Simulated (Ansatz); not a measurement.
# SiH4O (silanol) at HSE06/STO-3G

What is the electronic atomisation energy of SiH4O (silanol) at HSE06/STO-3G? 

The results are computed with Ansatz 0.2.0.

47 further runs of the same task are left out: 47 set aside as unsound or not needed.

### Step 1. The system as given

The species is SiH4O (6 atoms), meant as a singlet with charge 0. As SMILES, `O[SiH3]`. The shape is that of a PBE0-D4/def2-TZVP optimisation.

Bond lengths: O1–Si2 1.648 Å, O1–H3 0.957 Å, Si2–H4 1.489 Å, Si2–H5 1.481 Å, Si2–H6 1.489 Å. Angles: O1–Si2–H4 111.7°, O1–Si2–H5 105.9°, O1–Si2–H6 111.7°, Si2–O1–H3 117.9°, H4–Si2–H5 109.9°, H4–Si2–H6 107.9°, H5–Si2–H6 109.9°.

### Step 2. A single-point energy at HSE06/STO-3G

molecule.yaml reads:

```yaml
crystal:
  periodic: [false, false, false]
  atoms:
    - {symbol: O, position_ang: [0.636700, -1.030300, 0.419000]}
    - {symbol: Si, position_ang: [-0.035700, 0.346500, -0.187000]}
    - {symbol: H, position_ang: [0.069100, -1.629200, 0.904700]}
    - {symbol: H, position_ang: [-1.128300, 0.045700, -1.152800]}
    - {symbol: H, position_ang: [1.060500, 1.064900, -0.875600]}
    - {symbol: H, position_ang: [-0.602300, 1.202400, 0.891700]}
basis:
  gaussian:
    orbitals: STO-3G
accuracy: high
hamiltonian:
  xc: {name: HSE06}
```

Run with:

```
$ ansatz run molecule.yaml --threads 1 --pin off --max-ram 2610MiB --events-out events.jsonl --progress --plain --runs-dir runs
```

The program printed:

```text
Warning: RAYON_NUM_THREADS=1 ignored (pool sized by the plan → 1); use --threads N
Functional definition: HSE06
  name "HSE06"
  parameter a = 0.25
  parameter omega = 0.11/bohr
  exchange = pbe_x - a*pbe_x_sr(omega) + a*exact_x_sr(omega)
  correlation = pbe_c
314 factors; integrals over basis functions are off by at most 3.0e-8 eV
57 factors; integrals over basis functions are off by at most 1.3e-9 eV
mean field evaluation 1: about -9862.2977 eV, gradient 2.1e1 eV
mean field evaluation 2: about -9862.4107 eV, gradient 2.2e1 eV
mean field evaluation 4: about -9863.7938 eV, gradient 3.3e-1 eV
mean field evaluation 8: about -9863.7626 eV, gradient 5.5e-4 eV
mean field -9863.76258388 eV, -362.4865890593 hartree, gradient 3.6e-8 eV, S^2 0.000000; 0 other end points of the search recorded, 0 dependent functions left out
reference -9863.76258573 eV, -362.4865891272 hartree; 13, 13 occupied and 5, 5 virtual orbitals, 314 factors
Total energy: -9863.76258573 eV, -362.4865891272 hartree
```

Run time: 1.1 s. Hardware: 1 thread of Arm Neoverse V2, shared host; peak memory 0.095 GiB.

### Step 3. The H atom, same level

input.yaml reads:

```yaml
crystal:
  periodic: [false, false, false]
  atoms:
    - symbol: H
      position_ang: [0.000000, 0.000000, 0.000000]
basis:
  gaussian: {orbitals: STO-3G}
magnetization: {spin_polarized: true, initial_magnetization: 1}
hamiltonian: {xc: {name: HSE06}}
accuracy: high
```

Run the same way, it converges to -0.46620 Eh (log not shown).

### Step 4. The O atom at the same level

input.yaml reads:

```yaml
crystal:
  periodic: [false, false, false]
  atoms:
    - {symbol: O, position_ang: [0.000000, 0.000000, 0.000000]}
basis:
  gaussian:
    orbitals: STO-3G
magnetization:
  spin_polarized: true
  initial_magnetization: 2
hamiltonian:
  xc: hse06
accuracy: high
```

Run the same way, it converges to -73.97333 Eh (log not shown).

### Step 5. The Si atom, same level

job.yaml reads:

```yaml
crystal:
  periodic: [false, false, false]
  atoms:
    - {symbol: Si, position_ang: [0.000000, 0.000000, 0.000000]}
basis:
  gaussian:
    orbitals: STO-3G
accuracy: high
hamiltonian:
  xc: hse06
magnetization:
  spin_polarized: true
  initial_magnetization: 2
total_charge: 0
```

Run with:

```
$ ansatz run job.yaml --threads 1 --pin off --max-ram 2610MiB --events-out events.jsonl --progress --plain --runs-dir runs
```

The program printed, shortened:

```text
Warning: RAYON_NUM_THREADS=1 ignored (pool sized by the plan → 1); use --threads N
[... 6 set-up lines as earlier in the session ...]
42 factors; integrals over basis functions are off by at most 2.5e-9 eV
19 factors; integrals over basis functions are off by at most 2.3e-10 eV
mean field evaluation 1: about -7777.4736 eV, gradient 2.3e-1 eV
mean field evaluation 2: about -7777.4737 eV, gradient 9.7e-3 eV
mean field evaluation 4: about -7777.4729 eV, gradient 2.6e-4 eV
mean field evaluation 8: about -7777.4729 eV, gradient 4.3e-9 eV
mean field -7777.47292407 eV, -285.8168581992 hartree, gradient 4.3e-9 eV, S^2 2.000001; 0 other end points of the search recorded, 0 dependent functions left out
reference -7777.47292555 eV, -285.8168582533 hartree; 8, 6 occupied and 1, 3 virtual orbitals, 42 factors
Total energy: -7777.47292555 eV, -285.8168582533 hartree
```

Wall time 0.5 s (1 thread of Arm Neoverse V2, shared host).

### Step 6. Results

Level: HSE06/STO-3G.

```
                     quantity          value
       molecule: total energy  -362.48659 Eh
         H atom: total energy    -0.46620 Eh
                 H atom: ⟨S²⟩          0.750
         O atom: total energy   -73.97333 Eh
                 O atom: ⟨S²⟩          2.000
        Si atom: total energy  -285.81686 Eh
                Si atom: ⟨S²⟩          2.000
electronic atomisation energy      22.629 eV
```

**Reading.** Taking the molecule apart into free atoms costs 22.63 eV (2183 kJ/mol), before zero-point energy and without spin-orbit coupling. In a minimal basis such a difference can be off by several eV, whatever the method.
